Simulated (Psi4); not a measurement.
# triplet TiHCl3O at 3 levels

Aim: a comparison of 3 runs (U-wB97M-V/def2-SVP, UB2PLYP/def2-SVP, UDSD-PBEP86/def2-SVP) of triplet TiHCl3O. 

The calculation is run with Psi4 1.11.

4 further runs of the same task are left out: 4 that didn't finish.

## 1. The structure to begin with

TiHCl3O: 6 atoms, total charge 0, spin state triplet. As SMILES of the parent species, `Cl[Ti](Cl)(Cl)O`. The coordinates come from a PBE0-D4/def2-TZVP relaxation. That shape belongs to the parent species and isn't relaxed for this state.

Bond lengths: Cl1–Ti2 2.179 Å, Ti2–Cl3 2.179 Å, Ti2–Cl4 2.180 Å, Ti2–O5 1.745 Å, O5–H6 0.958 Å. Angles: Cl1–Ti2–Cl3 108.5°, Cl1–Ti2–Cl4 110.3°, Cl1–Ti2–O5 109.1°, Cl3–Ti2–Cl4 110.3°, Cl3–Ti2–O5 109.1°, Cl4–Ti2–O5 109.5°, Ti2–O5–H6 146.9°.

## 2. A single-point energy at U-wB97M-V/def2-SVP (run 1)

The input, cl3hoti.xyz:

```xyz
6
Cl3HOTi
Cl    -1.629250    -0.831330     1.360800
Ti    -0.080580    -0.347470    -0.093680
Cl     1.757320    -1.362960     0.488070
Cl    -0.693400    -0.978720    -2.087950
O      0.191890     1.375840    -0.087440
H      0.454040     2.144630     0.420190
```

The input, job.py:

```python
import psi4

psi4.set_memory(2200000000)
psi4.set_num_threads(1)
psi4.core.set_output_file('run.log', False)

with open('cl3hoti.xyz') as f:
    atoms = ''.join(f.readlines()[2:])
m = psi4.geometry('0 3\n' + atoms + 'symmetry c1')

psi4.set_options({
    'reference': 'uks',
    'puream': True,
    'e_convergence': 1e-09,
    'd_convergence': 1e-08,
    'scf_type': 'pk',
    'dft_radial_points': 99,
    'dft_spherical_points': 590,
    'maxiter': 100,
})

result = psi4.energy("wb97m-v/def2-SVP")
print('E =', round(result, 9))
```

Run with:

```
$ python job.py
```

run.log:

```text
[...]
  Running in c1 symmetry.
[...]
  Nuclear repulsion =  537.727169234765938
[...]
  Multiplicity = 3
[...]
  Nalpha       = 42
  Nbeta        = 40
[...]
    Number of basis functions: 104
[...]
   @UKS iter   1: -2305.00793281537426   -7.53013e-01   7.30009e-03 DIIS/ADIIS
[...]
   @UKS iter  53: -2305.25231907327134   -2.81943e-11   9.91363e-09 DIIS
[...]
   @S^2 Observed:                2.006995446E+00
[...]
  @UKS Final Energy: -2305.25231907327134
   => Energetics <=
    Nuclear Repulsion Energy =            537.7271692347659382
    One-Electron Energy =               -4246.9864690304048054
    Two-Electron Energy =                1508.7215596710673253
    DFT Exchange-Correlation Energy =    -105.0493805595661314
    Empirical Dispersion Energy =           0.0000000000000000
    VV10 Nonlocal Energy =                  0.3348016108667268
    Total Energy =                      -2305.2523190732708827
[...]
 Multipole Moments:
 ------------------------------------------------------------------------------------
     Multipole            Electronic (a.u.)      Nuclear  (a.u.)        Total (a.u.)
 ------------------------------------------------------------------------------------
 L = 1.  Multiply by 2.5417464519 to convert [e a0] to [Debye]
 Dipole X            :         -0.3363368            0.5895922            0.2532554
 Dipole Y            :         -2.3926194            2.8473893            0.4547698
 Dipole Z            :          0.1828155            0.5112891            0.6941045
 Magnitude           :                                                    0.8676030
[...]
```

On the terminal:

```text
E = -2305.252319073
```

Wall time 4.6 min (1 thread of Intel Xeon 6975P-C (Granite Rapids), shared host); peak memory 1.1 GiB.

## 3. The energy at UB2PLYP/def2-SVP (density fitting for correlation) (run 2)

The input, job.in:

```
memory 2200 mb

molecule {
  0 3
  Cl    -1.629250    -0.831330     1.360800
  Ti    -0.080580    -0.347470    -0.093680
  Cl     1.757320    -1.362960     0.488070
  Cl    -0.693400    -0.978720    -2.087950
  O      0.191890     1.375840    -0.087440
  H      0.454040     2.144630     0.420190
  symmetry c1
  no_reorient
  no_com
}

set {
  basis                def2-SVP
  reference            uks
  puream               true
  e_convergence        1e-09
  d_convergence        1e-08
  scf_type             pk
  dft_radial_points    99
  dft_spherical_points 590
  num_frozen_docc      21
  maxiter              100
}

result, w = energy('b2plyp', return_wfn=True)
```

Run with:

```
$ psi4 -n 1 job.in job.out
```

job.out:

```text
[...]
  Running in c1 symmetry.
[...]
  Nuclear repulsion =  537.727169234765938
[...]
  Multiplicity = 3
[...]
  Nalpha       = 42
  Nbeta        = 40
[...]
    Number of basis functions: 104
[...]
   @UKS iter   1: -2304.17904935969136   -6.71220e-01   6.87499e-03 ADIIS/DIIS
[...]
   @UKS iter  44: -2304.40141114031258   -3.77440e-11   7.62620e-09 DIIS
[...]
   @S^2 Observed:                2.012019534E+00
[...]
  @UKS Final Energy: -2304.40141114031258
   => Energetics <=
    Nuclear Repulsion Energy =            537.7271692347659382
    One-Electron Energy =               -4246.6438813498580203
    Two-Electron Energy =                1469.2995527612554270
    DFT Exchange-Correlation Energy =     -64.7842517864755081
    Empirical Dispersion Energy =           0.0000000000000000
    VV10 Nonlocal Energy =                  0.0000000000000000
    Total Energy =                      -2304.4014111403121206
[...]
 Multipole Moments:
 ------------------------------------------------------------------------------------
     Multipole            Electronic (a.u.)      Nuclear  (a.u.)        Total (a.u.)
 ------------------------------------------------------------------------------------
 L = 1.  Multiply by 2.5417464519 to convert [e a0] to [Debye]
 Dipole X            :         18.0254072          -17.7524841            0.2729232
 Dipole Y            :         91.9104068          -91.5272975            0.3831092
 Dipole Z            :         12.9249982          -12.1030344            0.8219638
 Magnitude           :                                                    0.9470397
[...]
```

Run time: 35 s. Hardware: 1 thread of Intel Xeon 6975P-C (Granite Rapids), shared host; peak memory 1.1 GiB.

## 4. A single-point energy at UDSD-PBEP86/def2-SVP (density fitting for correlation) (run 3)

The input, cl3hoti.py:

```python
import psi4

psi4.set_memory(2200000000)
psi4.set_num_threads(1)
psi4.set_output_file('run.log', False)

m = psi4.geometry("""
0 3
Cl    -3.07883629    -1.57098602     2.57153931
Ti    -0.15227413    -0.65662314    -0.17702954
Cl     3.32085351    -2.57562112     0.92231863
Cl    -1.31033609    -1.84951275    -3.94565366
O      0.36261955     2.59996079    -0.16523765
H      0.85801125     4.05276334     0.79404402
units bohr
symmetry c1
no_reorient
no_com
""")

options = {'reference': 'uks', 'puream': True, 'e_convergence': 1e-09, 'd_convergence': 1e-08, 'scf_type': 'pk', 'dft_radial_points': 99, 'dft_spherical_points': 590, 'num_frozen_docc': 21, 'maxiter': 100}
psi4.set_options(options)

energy_value, wavefunction = psi4.energy("dsd-pbep86/def2-SVP", return_wfn=True)
print(f'dsd-pbep86/def2-SVP energy: {energy_value:.10f} Eh')
```

Run with:

```
$ python cl3hoti.py
```

run.log:

```text
[...]
  Running in c1 symmetry.
[...]
  Nuclear repulsion =  537.727169688534332
[...]
  Multiplicity = 3
[...]
  Nalpha       = 42
  Nbeta        = 40
[...]
    Number of basis functions: 104
[...]
   @UKS iter   1: -2303.11076078295036   -8.65772e-01   6.23207e-03 ADIIS/DIIS
[...]
   @UKS iter  61: -2303.30720048458534   -1.31877e-11   9.07057e-09 DIIS
[...]
   @S^2 Observed:                2.013090522E+00
[...]
  @UKS Final Energy: -2303.30720048458534
   => Energetics <=
    Nuclear Repulsion Energy =            537.7271696885343317
    One-Electron Energy =               -4245.6943778752047365
    Two-Electron Energy =                1443.1843906124904606
    DFT Exchange-Correlation Energy =     -38.5243829104054498
    Empirical Dispersion Energy =           0.0000000000000000
    VV10 Nonlocal Energy =                  0.0000000000000000
    Total Energy =                      -2303.3072004845853371
[...]
 Multipole Moments:
 ------------------------------------------------------------------------------------
     Multipole            Electronic (a.u.)      Nuclear  (a.u.)        Total (a.u.)
 ------------------------------------------------------------------------------------
 L = 1.  Multiply by 2.5417464519 to convert [e a0] to [Debye]
 Dipole X            :         17.1394029          -17.7524840           -0.6130811
 Dipole Y            :         92.0294528          -91.5272976            0.5021552
 Dipole Z            :         13.6265530          -12.1030343            1.5235187
 Magnitude           :                                                    1.7173053
[...]
```

The script printed:

```text
dsd-pbep86/def2-SVP energy: -2303.7489000328 Eh
```

Run time: 42 s. Hardware: 1 thread of Intel Xeon 6975P-C (Granite Rapids), shared host; peak memory 1.1 GiB.

## 5. All runs side by side

| run | level | frozen core orbitals | fitting correlation | energy (Eh) | HOMO energy (eV) | LUMO energy (eV) | ⟨S²⟩ | wall time |
| --- | --- | --- | --- | --- | --- | --- | --- | --- |
| 1 | U-wB97M-V/def2-SVP | 0 | – | -2305.252319 | -7.74 | -6.06 | 2.007 | 4.6 min |
| 2 | UB2PLYP/def2-SVP (density fitting for correlation) | 21 | density fitting | -2304.687540 | -7.58 | -6.65 | 2.012 | 35 s |
| 3 | UDSD-PBEP86/def2-SVP (density fitting for correlation) | 21 | density fitting | -2303.748900 | -9.08 | -6.15 | 2.013 | 42 s |

## 6. Outcome

| quantity | value |
| --- | --- |
| run 3: total energy | -2303.74890 Eh |
| run 3: HOMO energy (SCF part's orbitals) (highest over α and β) | -9.08 eV |
| run 3: LUMO energy (SCF part's orbitals) (lowest over α and β) | -6.15 eV |
| run 3: ⟨S²⟩ | 2.013 |

What this shows: Totals of different functionals can't be ranked against each other. All runs together took 5.9 min, the longest 4.6 min.
